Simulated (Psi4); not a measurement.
# A workflow on GaNH4 (SMILES [NH2][GaH2])

Wanted: a series of 10 runs (PBE-D4/def2-SVP, PBE0-D4/def2-TZVP, PBE-D4/def2-TZVPP, r2SCAN-D4/def2-TZVPP, B3LYP-D4/def2-TZVPP, PBE0-D4/def2-TZVPP, wB97M-V/def2-TZVPP, CCSD(T)/def2-TZVPP, and more) of GaNH4. The job is set up through a Python script.

The results are computed with Psi4 1.11.

## (1) The system as given

GaNH4 has 6 atoms, charge 0, and is taken as a singlet. SMILES: `[NH2][GaH2]`. The shape comes from GFN2-xTB, rattled, which is rough for such elements, and wasn't checked as a minimum. This is one conformer, not always the lowest. The run starts from this shape.

Bond lengths: N1–Ga2 1.782 Å, N1–H3 0.946 Å, N1–H4 0.985 Å, Ga2–H5 1.521 Å, Ga2–H6 1.521 Å. Angles: N1–Ga2–H5 120.6°, N1–Ga2–H6 118.1°, Ga2–N1–H3 125.3°, Ga2–N1–H4 125.2°, H5–Ga2–H6 121.3°, H3–N1–H4 109.4°.

## (2) A geometry optimisation at PBE-D4/def2-SVP (density fitting) (run 1)

File run.py:

```python
import psi4

psi4.set_memory(3300000000)
psi4.set_num_threads(2)
psi4.set_output_file('psi4.out', False)

molecule = psi4.geometry("""
0 1
N      0.020690    -0.933293     0.040902
Ga     0.010504     0.846665    -0.048274
H      0.274369    -1.514205    -0.660968
H     -0.284572    -1.464565     0.811683
H      0.453072     1.561745    -1.315757
H     -0.426635     1.623021     1.183985
symmetry c1
""")

psi4.set_options({
    'basis': 'def2-SVP',
    'scf_type': 'df',
    'geom_maxiter': 60,
    'max_force_g_convergence': 0.0005,
})

energy_value, wavefunction = psi4.optimize("PBE-D4", molecule=molecule, return_wfn=True)
print('E =', round(energy_value, 9))
print(molecule.to_string(dtype='xyz', units='Angstrom'))
```

Started as:

```console
$ python run.py
```

psi4.out:

```text
[...]
  Running in c1 symmetry.
[...]
  Nuclear repulsion =  110.727070183887164
[...]
  Multiplicity = 1
[...]
  Nalpha       = 21
  Nbeta        = 21
[...]
    Number of basis functions: 66
[...]
   @DF-RKS iter   1: -1979.34871560114175   -1.15474e+00   3.99136e-02 DIIS/ADIIS
[...]
   @DF-RKS iter   7: -1981.35734633555899   -2.04636e-12   5.97772e-09 DIIS
[...]
    Orbital Energies [Eh]
    ---------------------
    Doubly Occupied:
       1A   -370.886070     2A    -45.306214     3A    -40.163738
       4A    -40.160056     5A    -40.159904     6A    -13.980116
       7A     -5.254114     8A     -3.588126     9A     -3.578137
      10A     -3.577776    11A     -0.755879    12A     -0.719338
      13A     -0.716353    14A     -0.715604    15A     -0.713272
      16A     -0.697013    17A     -0.423582    18A     -0.411314
      19A     -0.297750    20A     -0.260246    21A     -0.216427
[...]
  @DF-RKS Final Energy: -1981.35734633555899
   => Energetics <=
    Nuclear Repulsion Energy =            107.6303009228639667
    One-Electron Energy =               -2974.6172172612164104
    Two-Electron Energy =                 968.6542832023212668
    DFT Exchange-Correlation Energy =     -83.0219877645327244
    Empirical Dispersion Energy =          -0.0027254349952990
    VV10 Nonlocal Energy =                  0.0000000000000000
    Total Energy =                      -1981.3573463355589865
[...]
 Multipole Moments:
 ------------------------------------------------------------------------------------
     Multipole            Electronic (a.u.)      Nuclear  (a.u.)        Total (a.u.)
 ------------------------------------------------------------------------------------
 L = 1.  Multiply by 2.5417464519 to convert [e a0] to [Debye]
 Dipole X            :         -0.0013233           -0.0074706           -0.0087939
 Dipole Y            :          3.5605621           -4.1217558           -0.5611937
 Dipole Z            :         -0.1482470            0.1691836            0.0209366
 Magnitude           :                                                    0.5616530
[...]
  -Total Gradient:
     Atom            X                  Y                   Z
    ------   -----------------  -----------------  -----------------
       1        0.000158468428    -0.000265433329    -0.000072350398
       2       -0.000111876586    -0.000081500483     0.000079619628
       3       -0.000071922155     0.000074563813     0.000000044431
       4       -0.000020139406     0.000181056591     0.000009356687
       5        0.000052414762     0.000047170315    -0.000043027368
       6       -0.000006798932     0.000058667478     0.000025880712
[...]
    Final optimized geometry and variables:
    Molecular point group: c1
    Full point group: C1
    Geometry (in Angstrom), charge = 0, multiplicity = 1:
    N            0.001013510316    -1.490109685070     0.061420489908
    GA          -0.000081150029     0.333092770243    -0.013719625080
    H            0.278091023032    -2.098870367430    -0.710709248896
    H           -0.290302815364    -2.029989381270     0.878287613196
    H            0.479327774931     0.972247571984    -1.367660879682
    H           -0.475648165681     1.080364855947     1.284975585666
[...]
```

The script printed:

```text
Optimizer: Optimization complete!
E = -1981.357346336
6
0 1 GaH4N
N                     0.001013510316    -1.490109685070     0.061420489908
Ga                   -0.000081150029     0.333092770243    -0.013719625080
H                     0.278091023032    -2.098870367430    -0.710709248896
H                    -0.290302815364    -2.029989381270     0.878287613196
H                     0.479327774931     0.972247571984    -1.367660879682
H                    -0.475648165681     1.080364855947     1.284975585666
```

Run time: 70 s. Hardware: 2 threads of AMD EPYC (Zen 3), shared host; peak memory 0.51 GiB.

The path in brief:

```tsv
step	energy from the first frame kept (eV)	largest force (eV/Å)
0	0.0000	4.2894
1	-0.2545	0.2362
2	-0.2596	0.1579
3	-0.2624	0.0484
4	-0.2627	0.0163
```

After the run. Bond lengths: N1–Ga2 1.825 Å, N1–H3 1.022 Å, N1–H4 1.022 Å, Ga2–H5 1.572 Å, Ga2–H6 1.572 Å. Angles: N1–Ga2–H5 116.2°, N1–Ga2–H6 116.2°, Ga2–N1–H3 124.4°, Ga2–N1–H4 124.1°, H5–Ga2–H6 127.6°, H3–N1–H4 111.5°.

## (3) A geometry optimisation at PBE0-D4/def2-TZVP (density fitting) (run 2)

File calc.py:

```python
import psi4

psi4.set_memory('3300 MB')
psi4.set_num_threads(2)
psi4.core.set_output_file('psi4.out', False)

geom = psi4.geometry("""
N      0.012859    -0.966932     0.029964
Ga     0.011764     0.856270    -0.045176
H      0.289936    -1.575693    -0.742166
H     -0.278457    -1.506812     0.846831
H      0.491173     1.495425    -1.399118
H     -0.463803     1.603543     1.253519
symmetry c1
""")

psi4.set_options({
    'basis': 'def2-TZVP',
    'reference': 'rks',
    'scf_type': 'df',
    'geom_maxiter': 50,
    'max_force_g_convergence': 0.0002,
})

e = psi4.optimize("pbe0-d4")
print(f'pbe0-d4 energy: {e:.10f} Eh')
print(geom.to_string(dtype='xyz', units='Angstrom'))
```

Started as:

```console
$ python calc.py
```

psi4.out, cut to the lines that bear on the results:

```text
[...]
  Running in c1 symmetry.
[...]
  Nuclear repulsion =  107.630309934071192
[...]
  Multiplicity = 1
[...]
  Nalpha       = 21
  Nbeta        = 21
[...]
    Number of basis functions: 103
[...]
   @DF-RKS iter   1: -1979.58530288430393   -1.39005e+00   3.23498e-02 DIIS/ADIIS
[...]
   @DF-RKS iter   7: -1981.71949346290012    2.72848e-12   2.12627e-09 DIIS
[...]
  @DF-RKS Final Energy: -1981.71949346290012
   => Energetics <=
    Nuclear Repulsion Energy =            108.4380878368884993
    One-Electron Energy =               -2977.4677160553633257
    Two-Electron Energy =                 950.1058787630432789
    DFT Exchange-Correlation Energy =     -62.7934714432284267
    Empirical Dispersion Energy =          -0.0022725642401630
    VV10 Nonlocal Energy =                  0.0000000000000000
    Total Energy =                      -1981.7194934629003455
[...]
 Multipole Moments:
 ------------------------------------------------------------------------------------
     Multipole            Electronic (a.u.)      Nuclear  (a.u.)        Total (a.u.)
 ------------------------------------------------------------------------------------
 L = 1.  Multiply by 2.5417464519 to convert [e a0] to [Debye]
 Dipole X            :          0.0049801           -0.0077179           -0.0027379
 Dipole Y            :          3.6621342           -4.0545552           -0.3924210
 Dipole Z            :         -0.1506553            0.1657572            0.0151019
 Magnitude           :                                                    0.3927210
[...]
  -Total Gradient:
     Atom            X                  Y                   Z
    ------   -----------------  -----------------  -----------------
       1        0.000027206143    -0.000148462147     0.000015257994
       2       -0.000033468236     0.000070681825    -0.000025692397
       3        0.000005131230     0.000061426295    -0.000032074245
       4       -0.000020037914     0.000069272055     0.000025639903
       5        0.000010060930    -0.000009276602     0.000005660657
       6        0.000011156632    -0.000015152880     0.000010069502
[...]
    Final optimized geometry and variables:
    Molecular point group: c1
    Full point group: C1
    Geometry (in Angstrom), charge = 0, multiplicity = 1:
    N           -0.002142795627    -1.481292625563     0.060583593390
[...]
```

The script printed:

```text
Some dependencies such as QCElemental have not yet finished migration to pydantic v2. If issues are encountered please downgrade pydantic or upgrade QCElemental as appropriate
	Previous geometry is closer to target in internal coordinates, so using that one.

	Best geometry has RMS(Delta(q)) = 8.05e-08

Optimizer: Optimization complete!
pbe0-d4 energy: -1981.7194934629 Eh
6
0 1 GaH4N
N                    -0.002142795627    -1.481292625563     0.060583593390
Ga                    0.000504335954     0.330515935844    -0.013516818520
H                     0.277196034063    -2.076137123419    -0.700596961378
H                    -0.286355209276    -2.010886646892     0.866825783889
H                     0.473412192173     0.978237196006    -1.353006724324
H                    -0.468972009833     1.086262717686     1.269429080373
```

Wall time 2.1 min (2 threads of AMD EPYC (Zen 3), shared host); peak memory 0.7 GiB.

Steps, from the record of the run:

```tsv
step	energy from the first frame kept (eV)	largest force (eV/Å)
0	0.0000	0.6972
1	-0.0148	0.0409
2	-0.0150	0.0293
3	-0.0150	0.0265
4	-0.0151	0.0078
```

After the run. Bond lengths: N1–Ga2 1.813 Å, N1–H3 1.006 Å, N1–H4 1.006 Å, Ga2–H5 1.561 Å, Ga2–H6 1.561 Å. Angles: N1–Ga2–H5 116.7°, N1–Ga2–H6 116.7°, Ga2–N1–H3 124.0°, Ga2–N1–H4 124.0°, H5–Ga2–H6 126.5°, H3–N1–H4 112.0°.

## (4) Vibrational wavenumbers at PBE0-D4/def2-TZVP (density fitting) (run 3)

File gah4n.xyz:

```xyz
6
GaH4N
N      0.009702    -0.958115     0.029127
Ga     0.012350     0.853693    -0.044973
H      0.289041    -1.552960    -0.732053
H     -0.274510    -1.487709     0.835369
H      0.485257     1.501415    -1.384463
H     -0.457127     1.609440     1.237973
```

File gah4n.py:

```python
import psi4

psi4.set_memory(3300000000)
psi4.set_num_threads(2)
psi4.core.set_output_file('gah4n.out', False)

with open('gah4n.xyz') as f:
    atoms = ''.join(f.readlines()[2:])
geom = psi4.geometry('0 1\n' + atoms + 'symmetry c1')

options = {'reference': 'rks', 'scf_type': 'df', 'rotational_symmetry_number': 2}
psi4.set_options(options)

e_tot = psi4.frequency("pbe0-d4/def2-TZVP", molecule=geom)
print(f'total energy {e_tot:.8f} hartree = {e_tot * 27.211386:.5f} eV')
```

Started as:

```console
$ python gah4n.py
```

gah4n.out:

```text
Psi4 1.11 release

gradient() will perform analytic gradient computation.

   => Loading Basis Set <=

    Name: DEF2-TZVP
    Role: ORBITAL
    Keyword: BASIS

   => PBE0-D4(BJ,EEQ)ATM: Empirical Dispersion <=

        a1 =       0.400856
        a2 =       5.029288
       alp =      16.000000
        s6 =       1.000000
        s8 =       1.200655
        s9 =       1.000000
        ga =       3.000000
        gc =       2.000000
        wf =       6.000000

         ---------------------------------------------------------
                                   SCF
                              RKS Reference
                        2 Threads,   3147 MiB Core
         ---------------------------------------------------------

  ==> Geometry <==

    Molecular point group: c1
    Full point group: C1

    Geometry (in Bohr), charge = 0, multiplicity = 1:

[... 152 lines left out ...]
   @DF-RKS iter   5: -1981.69358301530792    1.20347e-02   2.28741e-03 ADIIS/DIIS
[... 42 lines left out ...]
  @DF-RKS Final Energy: -1981.71949346389192
[... 26 lines left out ...]
 Dipole Z            :         -0.1506544            0.1657566            0.0151022
[... 280 lines left out ...]
   @DF-RKS iter   4: -1981.70560768376208   -2.40578e+00   1.77573e-03 ADIIS/DIIS
[... 15 lines left out ...]
    Final Occupation by Irrep:
[... 31 lines left out ...]
 Dipole Y            :          3.6610609           -4.0545534           -0.3934926
[... 141 lines left out ...]
   @DF-RKS iter   5: -1981.69357113806859    1.20520e-02   2.28784e-03 ADIIS/DIIS
[... 42 lines left out ...]
  @DF-RKS Final Energy: -1981.71949124683806
[... 26 lines left out ...]
 Dipole Z            :         -0.1509467            0.1657566            0.0148099
[... 26 lines left out ...]
  Nuclear repulsion =  108.450878041227568

   => Molecular Quadrature <=

    Radial Scheme          =       TREUTLER
    Pruning Scheme         =           NONE
    Nuclear Scheme         =       TREUTLER

    Blocking Scheme        =         OCTREE
    BS radius alpha        =              1
    Pruning alpha          =              1
    Radial Points          =             75
    Spherical Points       =            302
    Total Points           =         130896
    Total Blocks           =           1066
    Max Points             =            256
    Max Functions          =            102
    Weights Tolerance      =       1.00E-15

  -Total Gradient:
     Atom            X                  Y                   Z
    ------   -----------------  -----------------  -----------------
       1        0.000438853569    -0.000751619260    -0.001114027577
       2       -0.000011009863     0.000158339686    -0.000089716800
       3       -0.000310368993     0.000890765130     0.000823098702
       4       -0.000140743740    -0.000112804838     0.000366285915
       5       -0.000013664585    -0.000057699133     0.000072365304
       6        0.000036963279    -0.000098586003    -0.000059088107

	total time  =          8 seconds =       0.13 minutes

    Psi4 run time: 0:00:30.35

[set-up sections that repeat, and orbital energies of the middle runs, are left out above]
```

Run time: 8.7 min. Hardware: 2 threads of AMD EPYC (Zen 3), shared host.

The run was cut off at its time limit.

Runs 4 to 9 aren't shown in full; the table further down has their settings and results.

## (5) A single-point energy at MP2/def2-QZVPP (density fitting, density fitting for correlation) (run 10)

File gah4n.py:

```python
import psi4

psi4.set_memory(3300000000)
psi4.set_num_threads(2)
psi4.set_output_file('output.dat', False)

molecule = psi4.geometry("""
N      0.009702    -0.958115     0.029127
Ga     0.012350     0.853693    -0.044973
H      0.289041    -1.552960    -0.732053
H     -0.274510    -1.487709     0.835369
H      0.485257     1.501415    -1.384463
H     -0.457127     1.609440     1.237973
symmetry c1
""")

psi4.set_options({
    'basis': 'def2-QZVPP',
    'reference': 'rhf',
    'scf_type': 'df',
    'num_frozen_docc': 10,
})

e_tot = psi4.energy('mp2')
print(f'total energy {e_tot:.8f} hartree = {e_tot * 27.211386:.5f} eV')
```

Started as:

```console
$ python gah4n.py
```

output.dat:

```text
[...]
  Running in c1 symmetry.
[...]
  Nuclear repulsion =  108.438108253895294
[...]
  Multiplicity = 1
[...]
  Nalpha       = 21
  Nbeta        = 21
[...]
    Number of basis functions: 266
[...]
   @DF-RHF iter   1: -1978.21949368689252   -2.58840e+00   1.30221e-02 DIIS/ADIIS
[...]
   @DF-RHF iter  12: -1980.10163072027626   -2.31921e-11   3.68558e-09 DIIS
[...]
    Orbital Energies [Eh]
    ---------------------
    Doubly Occupied:
       1A   -378.795884     2A    -48.147704     3A    -42.477037
       4A    -42.473709     5A    -42.473384     6A    -15.526780
       7A     -6.377462     8A     -4.473627     9A     -4.467811
      10A     -4.467451    11A     -1.196874    12A     -1.184363
      13A     -1.183744    14A     -1.182170    15A     -1.178417
      16A     -1.088623    17A     -0.639134    18A     -0.613785
      19A     -0.478936    20A     -0.426412    21A     -0.393523
[...]
  @DF-RHF Final Energy: -1980.10163072027626
   => Energetics <=
    Nuclear Repulsion Energy =            108.4381082538952938
    One-Electron Energy =               -2978.5858222030551588
    Two-Electron Energy =                 890.0460832288838446
    Total Energy =                      -1980.1016307202760345
[...]
 Multipole Moments:
 ------------------------------------------------------------------------------------
     Multipole            Electronic (a.u.)      Nuclear  (a.u.)        Total (a.u.)
 ------------------------------------------------------------------------------------
 L = 1.  Multiply by 2.5417464519 to convert [e a0] to [Debye]
 Dipole X            :          0.0049811           -0.0077209           -0.0027398
 Dipole Y            :          3.8050349           -4.0545534           -0.2495185
 Dipole Z            :         -0.1566123            0.1657566            0.0091444
 Magnitude           :                                                    0.2497010
[...]
```

The script printed:

```text
total energy -1980.82294261 hartree = -53900.93769 eV
```

Wall time 30 s (2 threads of AMD EPYC (Zen 3), shared host); peak memory 0.7 GiB.

## (6) The series

```tsv
run	level	geom maxiter	max force g convergence	task	energy (Eh)	HOMO energy (eV)	LUMO energy (eV)	HOMO–LUMO gap (eV)	wall time
1	PBE-D4/def2-SVP (density fitting)	60	0.0005	optimise	-1981.357346	-5.89	-1.36	4.53	70 s
2	PBE0-D4/def2-TZVP (density fitting)	50	0.0002	optimise	-1981.719493	-7.39	-0.72	6.68	2.1 min
3	PBE0-D4/def2-TZVP (density fitting)	–	–	frequencies	timeout	–	–	–	8.7 min
4	PBE-D4/def2-TZVPP (density fitting)	–	–	energy	-1981.677238	-6.10	-1.51	4.59	62 s
5	r2SCAN-D4/def2-TZVPP (density fitting)	–	–	energy	timeout	–	–	–	2 min
6	B3LYP-D4/def2-TZVPP (density fitting)	–	–	energy	-1982.103480	-7.18	-1.01	6.17	64 s
7	PBE0-D4/def2-TZVPP (density fitting)	–	–	properties	-1981.721781	-7.40	-0.73	6.67	63 s
8	wB97M-V/def2-TZVPP (density fitting)	–	–	energy	timeout	–	–	–	2 min
9	CCSD(T)/def2-TZVPP (density fitting, density fitting for correlation)	–	–	energy	timeout	–	–	–	2.7 min
10	MP2/def2-QZVPP (density fitting, density fitting for correlation)	–	–	energy	-1980.822943	-10.71	1.54	12.25	30 s
```

## (7) Summary of results

| quantity | value |
| --- | --- |
| run 10, MP2/def2-QZVPP: total energy | -1980.82294 Eh |
| run 10, MP2/def2-QZVPP: HOMO energy (Hartree–Fock orbitals) | -10.71 eV |
| run 10, MP2/def2-QZVPP: LUMO energy (Hartree–Fock orbitals) | 1.54 eV |
| run 10, MP2/def2-QZVPP: HOMO–LUMO gap (Hartree–Fock orbitals) | 12.25 eV |
| run 10, MP2/def2-QZVPP: correlation energy (10 core orbitals frozen) | -721.3 mEh |

In words: Over runs 4, 6, 7 the dipole moment (its size) runs from 0.98 D (PBE0-D4/def2-TZVPP) to 1.14 D (PBE-D4/def2-TZVPP). Over runs 4, 6, 7 the HOMO–LUMO gap runs from 4.59 eV (PBE-D4/def2-TZVPP) to 6.67 eV (PBE0-D4/def2-TZVPP). Totals of different functionals can't be ranked against each other. All runs together took 22 min, the longest 8.7 min. 4 of the 10 runs gave no usable result.
